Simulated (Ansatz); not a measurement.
# FGeH6NO: the cost of one run

All numbers below are computed with Ansatz 0.2.0 (RKS B3LYP/def2-SVP).

### 1 The starting structure

Bond lengths: Ge1–O2 2.120 Å, O2–H3 1.010 Å, Ge1–F4 1.680 Å, Ge1–H5 1.549 Å, Ge1–H6 1.549 Å, Ge1–N7 2.210 Å, N7–H8 1.060 Å, N7–H9 1.060 Å. Angles: Ge1–O2–H3 109.5°, O2–Ge1–F4 109.4°, O2–Ge1–H5 109.5°, O2–Ge1–H6 109.5°, O2–Ge1–N7 71.6°, F4–Ge1–H5 109.5°, F4–Ge1–H6 109.5°, F4–Ge1–N7 67.2°, H5–Ge1–H6 109.5°, H5–Ge1–N7 176.6°, H6–Ge1–N7 72.8°, Ge1–N7–H8 120.0°, Ge1–N7–H9 120.0°, H8–N7–H9 120.0°.

Structure file:

```xyz
10

Ge    0.0000    0.0000    0.0000
O     0.0000    0.0000    2.1200
H    -0.9095   -0.2814    2.4571
F     1.5842    0.0000   -0.5594
H    -0.7300    1.2648   -0.5162
H    -0.7300   -1.2648   -0.5162
N     1.1535   -1.7516    0.6969
H     0.7143   -2.7162    0.6800
H     2.1458   -1.6271    1.0480
H     0.7071   -1.0738    1.7912
```

### 2 Pulling towards end A

Springs on the bonds that form and break draw the guess towards this end; the thresholds are loose.

input.yaml reads:

```yaml
crystal:
  periodic: [false, false, false]
  atoms:
    - { symbol: Ge, position_ang: [0.0, 0.0, 0.0] }
    - { symbol: O, position_ang: [0.0, 0.0, 2.12] }
    - { symbol: H, position_ang: [-0.9095, -0.2814, 2.4571] }
    - { symbol: F, position_ang: [1.5842, 0.0, -0.5594] }
    - { symbol: H, position_ang: [-0.73, 1.2648, -0.5162] }
    - { symbol: H, position_ang: [-0.73, -1.2648, -0.5162] }
    - { symbol: "N", position_ang: [1.1535, -1.7516, 0.6969] }
    - { symbol: H, position_ang: [0.7143, -2.7162, 0.68] }
    - { symbol: H, position_ang: [2.1458, -1.6271, 1.048] }
    - { symbol: H, position_ang: [0.7071, -1.0738, 1.7912] }
basis:
  gaussian: { orbitals: def2-SVP }
hamiltonian:
  xc: b3lyp
relax:
  f_tol: 0.15
  max_steps: 25
  restrain:
    - { distance: [0, 6], at: 3.11, k: 30.0 }
    - { distance: [9, 1], at: 2.21, k: 30.0 }
    - { distance: [0, 1], at: 1.77, k: 30.0 }
    - { distance: [9, 6], at: 1.06, k: 30.0 }
```

Launch:

```bash
> ansatz run input.yaml --threads 2 --pin off --max-ram 3072MiB --backend cpu --events-out ev --progress --plain --runs-dir out
```

**Question.** How long does this run take on 2 threads of Arm Neoverse V2, shared host, and how much memory does it need?

About 31 s, with a peak of 0.23 GiB.
